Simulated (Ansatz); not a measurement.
# C4H10N2Si: the cost of one run

Method: one geometry, several basis sets; program: Ansatz 0.2.0, Gaussian basis.

The runs, in order: PBE0-D4/def2-SVP; ωB97M-V/def2-SVP; PBE0-D4/def2-QZVPP; ωB97M-V/def2-QZVPP; the functionals' def2-TZVPP values are taken from earlier runs.

## (1) The relaxed structure

All runs share one geometry, relaxed beforehand with PBE0-D4 in a triple-zeta def2 set.

SMILES `C=C[Si](N)(N)C=C`, 17 atoms, charge 0, spin multiplicity 1.

Atoms are counted from 1 here; the program's logs count them from 0.

Bond lengths: C1–C2 1.331 Å, C1–H8 1.087 Å, C1–H9 1.087 Å, C2–Si3 1.866 Å, C2–H10 1.090 Å, Si3–N4 1.719 Å, Si3–N5 1.719 Å, Si3–C6 1.866 Å, N4–H11 1.008 Å, N4–H12 1.007 Å, N5–H13 1.007 Å, N5–H14 1.008 Å, C6–C7 1.331 Å, C6–H15 1.091 Å, C7–H16 1.087 Å, C7–H17 1.087 Å. Angles: C2–C1–H8 121.3°, C2–C1–H9 122.4°, H8–C1–H9 116.3°, C1–C2–Si3 124.1°, C1–C2–H10 117.4°, Si3–C2–H10 118.5°, C2–Si3–N4 106.2°, C2–Si3–N5 116.4°, C2–Si3–C6 108.2°, N4–Si3–N5 105.0°, N4–Si3–C6 116.5°, N5–Si3–C6 104.9°, Si3–N4–H11 118.1°, Si3–N4–H12 120.1°, H11–N4–H12 111.0°, Si3–N5–H13 119.3°, Si3–N5–H14 119.7°, H13–N5–H14 111.1° and more.

## (2) PBE0-D4 in def2-SVP

File in.yaml:

```yaml
crystal:
  periodic: [false, false, false]
  atoms:
    - {symbol: C, position_ang: [1.124542, -1.639266, 1.537715]}
    - {symbol: C, position_ang: [0.988324, -0.434902, 0.987930]}
    - {symbol: Si, position_ang: [-0.023771, -0.093039, -0.542512]}
    - {symbol: N, position_ang: [-1.009249, -1.480554, -0.785232]}
    - {symbol: N, position_ang: [0.850225, 0.095565, -2.010784]}
    - {symbol: C, position_ang: [-0.915116, 1.528650, -0.301114]}
    - {symbol: C, position_ang: [-1.018281, 2.161652, 0.865101]}
    - {symbol: H, position_ang: [0.619771, -2.508659, 1.125191]}
    - {symbol: H, position_ang: [1.748078, -1.814422, 2.410879]}
    - {symbol: H, position_ang: [1.537188, 0.389652, 1.443515]}
    - {symbol: H, position_ang: [-1.484372, -1.575829, -1.668708]}
    - {symbol: H, position_ang: [-1.573078, -1.837807, -0.030920]}
    - {symbol: H, position_ang: [1.205265, 1.004418, -2.259406]}
    - {symbol: H, position_ang: [1.474666, -0.633494, -2.317543]}
    - {symbol: H, position_ang: [-1.416780, 1.974532, -1.161177]}
    - {symbol: H, position_ang: [-0.552905, 1.773995, 1.767636]}
    - {symbol: H, position_ang: [-1.573607, 3.089108, 0.979630]}
basis:
  gaussian: {orbitals: def2-SVP}
hamiltonian: {xc: pbe0, dispersion: d4}
output: {orbitals: {seedname: orbitals}}
```

Run with:

```console
$ ansatz run in.yaml --threads 8 --pin off --events-out ev --progress --plain --max-ram 20889MiB
```

What time and memory should one allow on 8 threads of Intel Xeon at 2.50GHz, shared host?

About 7.5 s, with a peak of 0.45 GiB.
